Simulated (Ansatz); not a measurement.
**TiSn3O8: the cell at several levels of theory**

Cell and atoms of TiSn3O8, rutile host are relaxed in turn with PBE, r2SCAN and PBEsol. This is a trial cell built on a prototype, not taken from a measured structure, and it needn't be the compound's ground state.

Code: Ansatz 0.2.0. PAW datasets, plane waves, zero pressure. Note: simulated data, non-magnetic, for a generated structure that need not be the stable one.

**1. The system as given**

The symmetry is Cmmm (No. 65, orthorhombic); conventional cell a = 6.835 Å, b = 6.835 Å, c = 6.507 Å, 12.67 Å³ an atom. Around Sn lie 6 O at 2.09–2.10 Å; around O lie 2 Sn at 2.09–2.10 Å and 1 Ti at 2.10 Å; around O lie 3 Sn at 2.09–2.10 Å; around Ti lie 6 O at 2.09–2.10 Å.

As a file:

```cif
data_structure
_symmetry_space_group_name_H-M 'P 1'
_symmetry_Int_Tables_number 1
_cell_length_a 4.8330
_cell_length_b 4.8330
_cell_length_c 6.5069
_cell_angle_alpha 90.000
_cell_angle_beta 90.000
_cell_angle_gamma 90.000
_cell_volume 151.99
loop_
_atom_site_label
_atom_site_type_symbol
_atom_site_fract_x
_atom_site_fract_y
_atom_site_fract_z
_atom_site_occupancy
Sn1 Sn 0.50000 0.50000 0.25000 1
Sn2 Sn 0.00000 0.00000 0.00000 1
O1 O 0.19403 0.19403 0.25000 1
O2 O 0.80597 0.80597 0.25000 1
O3 O 0.69403 0.30597 0.00000 1
O4 O 0.30597 0.69403 0.00000 1
Sn3 Sn 0.50000 0.50000 0.75000 1
Ti1 Ti 0.00000 0.00000 0.50000 1
O5 O 0.19403 0.19403 0.75000 1
O6 O 0.80597 0.80597 0.75000 1
O7 O 0.69403 0.30597 0.50000 1
O8 O 0.30597 0.69403 0.50000 1
```

**2. Relaxing with PBE**

input.yaml

```yaml
crystal:
  lattice:
    - [3.41747647, -3.41747647, 0.0]
    - [3.41747647, 3.41747647, 0.0]
    - [0.0, 0.0, 6.50685067]
  atoms:
    - { symbol: Sn, position: [0.5, 0.5, 0.25] }
    - { symbol: Sn, position: [0.0, 0.0, 0.0] }
    - { symbol: O, position: [0.1940277, 0.1940277, 0.25] }
    - { symbol: O, position: [0.8059723, 0.8059723, 0.25] }
    - { symbol: O, position: [0.6940277, 0.3059723, 0.0] }
    - { symbol: O, position: [0.3059723, 0.6940277, 0.0] }
    - { symbol: Sn, position: [0.5, 0.5, 0.75] }
    - { symbol: Ti, position: [0.0, 0.0, 0.5] }
    - { symbol: O, position: [0.1940277, 0.1940277, 0.75] }
    - { symbol: O, position: [0.8059723, 0.8059723, 0.75] }
    - { symbol: O, position: [0.6940277, 0.3059723, 0.5] }
    - { symbol: O, position: [0.3059723, 0.6940277, 0.5] }
kpoints:
  mp_grid: { grid: [6, 6, 4] }
hamiltonian:
  xc: pbe
scf:
  occupations: { method: fermi_dirac, width: 0.02 }
relax:
  f_tol: 0.005
  cell: {}
```

The runs that follow: Relaxing with r2SCAN; Relaxing with PBEsol.

What does the calculation give? Wanted: for each run, a; b; c; volume; space group; SCF geometries.

As calculated:

| level | a (Å) | b (Å) | c (Å) | volume (Å³/atom) | space group | SCF geometries |
| --- | --- | --- | --- | --- | --- | --- |
| PBE | 6.751 | 6.763 | 6.361 | 12.100 | Cmmm | 10 |
| r2SCAN | 6.664 | 6.677 | 6.296 | 11.672 | Cmmm | 7 |
| PBEsol | 6.673 | 6.683 | 6.308 | 11.721 | Cmmm | 8 |

From the start to the first minimum the volume moved by -4.5 %. r2SCAN gives the smallest cell and PBE the largest; they differ by 3.7 % in volume, a mean of 1.2 % in length.
